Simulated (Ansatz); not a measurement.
# C₂H₇AlSi: one species, many methods

An exercise on one series of results from a longer session: the logs are not shown, and one member is left open.

The runs use Ansatz 0.2.0, Gaussian basis; functionals in def2-TZVPP, the program's frozen cores in correlated methods.

The runs, in order: LDA (SPW92), PBE-D4, revPBE-D4, BLYP-D4, r2SCAN-D4, B97M-V, PBE0-D4, B3LYP-D4, r2SCANh-D4, r2SCAN0-D4, HSE06-D4, BHLYP-D4, CAM-B3LYP-D4, LC-ωPBE, ωB97X-V, ωB97M-V, B2PLYP, PBE-QIDH; CCSD(T)/def2-SVP; CCSD(T)/def2-TZVPP; MP2/def2-QZVPP; extrapolation to the limit; RPA on PBE.

### The geometry

All runs share one geometry, relaxed beforehand with PBE0-D4 in a triple-zeta def2 set.

SMILES `C[CH]1[AlH][SiH2]1`, 11 atoms, charge 0, spin multiplicity 1.

Atoms are counted from 1 here; the program's logs count them from 0.

Bond lengths: C1–C2 1.514 Å, C1–H5 1.095 Å, C1–H6 1.093 Å, C1–H7 1.094 Å, C2–Al3 1.950 Å, C2–Si4 1.917 Å, C2–H8 1.113 Å, Al3–Si4 2.328 Å, Al3–H9 1.584 Å, Si4–H10 1.491 Å, Si4–H11 1.492 Å. Angles: C2–C1–H5 112.2°, C2–C1–H6 110.6°, C2–C1–H7 112.0°, H5–C1–H6 107.1°, H5–C1–H7 107.6°, H6–C1–H7 107.1°, C1–C2–Al3 139.8°, C1–C2–Si4 125.6°, C1–C2–H8 111.2°, Al3–C2–Si4 74.0°, Al3–C2–H8 94.4°, Si4–C2–H8 103.1°, C2–Al3–Si4 52.3°, C2–Al3–H9 142.8°, Si4–Al3–H9 164.9°, C2–Si4–Al3 53.6°, C2–Si4–H10 119.8°, C2–Si4–H11 110.5° and more.

Geometry (Å):

```
C    -0.8804    1.2684   -0.0902
C    -0.0726    0.0226   -0.3840
Al    1.7821   -0.5275   -0.6310
Si    0.2109   -1.4360    0.8268
H    -1.9472    1.0519    0.0299
H    -0.5420    1.7371    0.8372
H    -0.7826    2.0162   -0.8830
H    -0.4347   -0.4828   -1.3069
H     3.1041   -0.1813   -1.4324
H    -0.7321   -2.5912    0.8299
H     0.3597   -0.9342    2.2243
```

The first run:

Contents of in.yaml:

```yaml
crystal:
  periodic: [false, false, false]
  atoms:
    - {symbol: C, position_ang: [-0.880396, 1.268387, -0.090213]}
    - {symbol: C, position_ang: [-0.072554, 0.022589, -0.383983]}
    - {symbol: Al, position_ang: [1.782121, -0.527492, -0.630997]}
    - {symbol: Si, position_ang: [0.210900, -1.436004, 0.826789]}
    - {symbol: H, position_ang: [-1.947216, 1.051853, 0.029912]}
    - {symbol: H, position_ang: [-0.542016, 1.737067, 0.837207]}
    - {symbol: H, position_ang: [-0.782557, 2.016210, -0.883039]}
    - {symbol: H, position_ang: [-0.434700, -0.482752, -1.306910]}
    - {symbol: H, position_ang: [3.104139, -0.181327, -1.432379]}
    - {symbol: H, position_ang: [-0.732132, -2.591200, 0.829917]}
    - {symbol: H, position_ang: [0.359711, -0.934227, 2.224295]}
basis:
  gaussian: {orbitals: def2-TZVPP}
hamiltonian: {xc: lda}
output: {orbitals: {seedname: orbitals}}
```

Run with:

```
ansatz run in.yaml --threads 2 --pin off --events-out ev --progress --plain --max-ram 4352MiB
```

Among the steps run: LDA; PBE-D4 (GGA); revPBE-D4 (GGA); BLYP-D4 (GGA); r2SCAN-D4 (meta-GGA); B97M-V (meta-GGA); PBE0-D4 (hybrid); B3LYP-D4 (hybrid); r2SCANh-D4 (hybrid); r2SCAN0-D4 (hybrid); HSE06-D4 (hybrid); BHLYP-D4 (hybrid); CAM-B3LYP-D4 (range-separated); LC-ωPBE (range-separated); ωB97X-V (range-separated); ωB97M-V (range-separated); B2PLYP (double hybrid); PBE-QIDH (double hybrid).

One of the session's tables, all rows but one given; the rest of the session is left out.

```
  functional  HOMO (eV)  LUMO (eV)  gap (eV)
 LDA (SPW92)      -5.17      -2.70      2.47
      PBE-D4      -5.07      -2.49      2.58
   revPBE-D4      -5.03      -2.40      2.63
     BLYP-D4      -4.93      -2.34      2.58
   r2SCAN-D4      -5.25      -2.23      3.02
      B97M-V      -5.30      -2.39      2.91
     PBE0-D4      -6.03      -1.72      4.31
    B3LYP-D4      -5.85      -1.90      3.96
  r2SCANh-D4      -5.60      -1.97      3.63
  r2SCAN0-D4      -6.14      -1.58      4.56
    HSE06-D4      -5.64      -2.09      3.55
    BHLYP-D4      -6.88      -0.90      5.98
CAM-B3LYP-D4          ?          ?         ?
     LC-ωPBE      -8.46       0.30      8.76
     ωB97X-V      -8.18       0.19      8.37
     ωB97M-V      -7.98      -0.08      7.91
```

Estimate the missing values for CAM-B3LYP-D4.

The run gave: HOMO (eV): -7.23; LUMO (eV): -0.74; gap (eV): 6.49. In the column «HOMO (eV)» it lies between ωB97M-V (-7.98) and BHLYP-D4 (-6.88).
